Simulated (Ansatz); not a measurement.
Ti3Ga, space group Fm-3m: an equation of state with a fit, run with the Python package of Ansatz (0.2.0).

`ti3ga_eos.py`:
```python
"""Bulk modulus of Ti3Ga from an E(V) curve."""

import warnings

import ansatz as az
from ase.eos import EquationOfState
from ase.units import GPa
import numpy as np

VECTORS = np.array([
    [0.0, 3.197742, 3.197742],
    [3.197742, 0.0, 3.197742],
    [3.197742, 3.197742, 0.0],
])
SITES = [
    ("Ti", (0.75, 0.75, 0.75)),
    ("Ti", (0.0, 0.0, 0.0)),
    ("Ti", (0.25, 0.25, 0.25)),
    ("Ga", (0.5, 0.5, 0.5)),
]


def crystal_on(cell):
    crystal = az.Crystal(lattice=az.Lattice.of(cell))
    for symbol, position in SITES:
        crystal = crystal.atom(symbol, position)
    return crystal

warnings.simplefilter("ignore", az.DeckWarning)

# scale the volume, keep shape and fractions
volumes, energies = [], []
for scale in np.linspace(0.9, 1.1, 9):
    cell = VECTORS * scale ** (1 / 3)
    model = crystal_on(cell).calculation()
    model = model.occupations("Marzari-Vanderbilt", width=0.1)
    model = model.functional("lda")
    model = model.basis(380)
    model = model.kpoints(6, 6, 6)
    data = model.run(threads=1).report
    volumes.append(abs(np.linalg.det(cell)) / len(SITES))
    energies.append(data["free_energy_ev"] / len(SITES))
    print(f"V = {volumes[-1]:8.4f} A^3/atom  F = {energies[-1]:.5f} eV/atom")

eos = EquationOfState(volumes, energies, eos="sj")
v0, e0, bulk = eos.fit()
print(f"V0 = {v0:.4f} A^3/atom, E0 = {e0:.5f} eV/atom, B = {bulk / GPa:.1f} GPa")
```

From its runs, with one value withheld:

| V (Å³/atom) | F less the lowest row shown (meV/atom) |
| --- | --- |
| 14.714 | 4.58 |
| 15.123 | 0.00 |
| 15.532 | ? |
| 15.941 | 17.41 |
| 16.349 | 37.23 |
| 16.758 | 63.18 |
| 17.167 | 94.77 |
| 17.576 | 130.87 |
| 17.984 | 171.18 |

What is the missing energy at 15.532 Å³ an atom?

A third-order Birch-Murnaghan fit, E = E0 + (9 V0 B0 / 16) [(t - 1)³ B' + (t - 1)² (6 - 4t)] with t = (V0/V)^(2/3), through the 8 rows shown gives V0 = 15.113 Å³, B0 = 134.4 GPa, B' = 3.98 and E0 = -0.01 meV. At V = 15.532 Å³, t = 0.98192, and the fit interpolates to 4.65 meV. The run gave 4.65 meV, a miss of 0.00 meV.

Caveats:
- These settings explore the input space; cutoff and mesh may be short of convergence.
- The cutoff lies under the one recommended for these potentials.
- For a metal this k-point mesh is coarse: on a finer one energies can move by several to tens of meV an atom and pressures by half a GPa or more, differences at one mesh by less.
- This cell is a computed structure, which may not be the phase found in nature.
- The script silences the warnings on its input, which a real study should read.
